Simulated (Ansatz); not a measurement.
# CH7AsOSi: small, medium and large basis sets

How large a basis does CH7AsOSi need? Two functionals are run in growing sets.

Program: Ansatz 0.2.0, Gaussian basis. Level of theory: one geometry, several basis sets. These are calculated values, not measurements.

Plan: PBE0-D4/def2-SVP; ωB97M-V/def2-SVP; PBE0-D4/def2-QZVPP; ωB97M-V/def2-QZVPP; the functionals' def2-TZVPP values are taken from earlier runs.

### 1 Structure used throughout

The geometry comes from an earlier relaxation with PBE0-D4 in a triple-zeta def2 set; it is a stationary point, not always the lowest conformer.

SMILES `OC[SiH2][AsH2]`, 11 atoms, charge 0, spin multiplicity 1.

Atoms are counted from 1 here; the program's logs count them from 0.

Bond lengths: O1–C2 1.417 Å, O1–H5 0.960 Å, C2–Si3 1.891 Å, C2–H6 1.099 Å, C2–H7 1.100 Å, Si3–As4 2.361 Å, Si3–H8 1.487 Å, Si3–H9 1.490 Å, As4–H10 1.524 Å, As4–H11 1.522 Å. Angles: C2–O1–H5 108.8°, O1–C2–Si3 108.7°, O1–C2–H6 112.0°, O1–C2–H7 111.8°, Si3–C2–H6 108.7°, Si3–C2–H7 108.4°, H6–C2–H7 107.2°, C2–Si3–As4 113.9°, C2–Si3–H8 109.8°, C2–Si3–H9 107.8°, As4–Si3–H8 108.2°, As4–Si3–H9 108.5°, H8–Si3–H9 108.7°, Si3–As4–H10 91.7°, Si3–As4–H11 91.3°, H10–As4–H11 92.3°.

Geometry (Å):

```
O    -1.0655    0.9982   -0.9839
C    -0.2660    1.1052    0.1807
Si   -0.0449   -0.6189    0.9258
As    0.9563   -2.1726   -0.5429
H    -1.1742    1.8720   -1.3667
H     0.7263    1.5242   -0.0388
H    -0.7322    1.7533    0.9377
H    -1.3658   -1.1601    1.3432
H     0.8185   -0.4857    2.1323
H     2.0940   -1.2094   -0.8602
H     0.1189   -1.6632   -1.7066
```

### 2 PBE0-D4 in def2-SVP

in.yaml

```yaml
crystal:
  periodic: [false, false, false]
  atoms:
    - {symbol: O, position_ang: [-1.065470, 0.998232, -0.983949]}
    - {symbol: C, position_ang: [-0.266035, 1.105198, 0.180673]}
    - {symbol: Si, position_ang: [-0.044912, -0.618937, 0.925795]}
    - {symbol: As, position_ang: [0.956335, -2.172575, -0.542863]}
    - {symbol: H, position_ang: [-1.174197, 1.871983, -1.366685]}
    - {symbol: H, position_ang: [0.726312, 1.524169, -0.038751]}
    - {symbol: H, position_ang: [-0.732196, 1.753262, 0.937727]}
    - {symbol: H, position_ang: [-1.365790, -1.160142, 1.343172]}
    - {symbol: H, position_ang: [0.818517, -0.485651, 2.132307]}
    - {symbol: H, position_ang: [2.093973, -1.209444, -0.860206]}
    - {symbol: H, position_ang: [0.118865, -1.663197, -1.706619]}
basis:
  gaussian: {orbitals: def2-SVP}
hamiltonian: {xc: pbe0, dispersion: d4}
output: {orbitals: {seedname: orbitals}}
```

Launch:

```console
$ ansatz run in.yaml --threads 4 --pin off --events-out ev --progress --plain --max-ram 10444MiB
```

Further steps of the session: ωB97M-V in def2-SVP; PBE0-D4 in def2-QZVPP; ωB97M-V in def2-QZVPP.

Before running them: what should the planned runs give, taken together? Wanted: PBE0-D4: double and triple zeta above quadruple; ωB97M-V: double and triple zeta above quadruple.

**Answer**, as computed:

```
                                       quantity           value
PBE0-D4: double and triple zeta above quadruple  15.85, 1.77 eV
ωB97M-V: double and triple zeta above quadruple  15.94, 1.71 eV
```

In words: For PBE0-D4 the step from double to triple zeta gains 14.08 eV and the next only 1.77 eV. Total energies overstate the basis error of differences, where much of it tends to cancel. The LUMO of ωB97M-V is positive and keeps falling with the basis (2.67 to 1.43 eV): an unbound level that the basis holds in place.
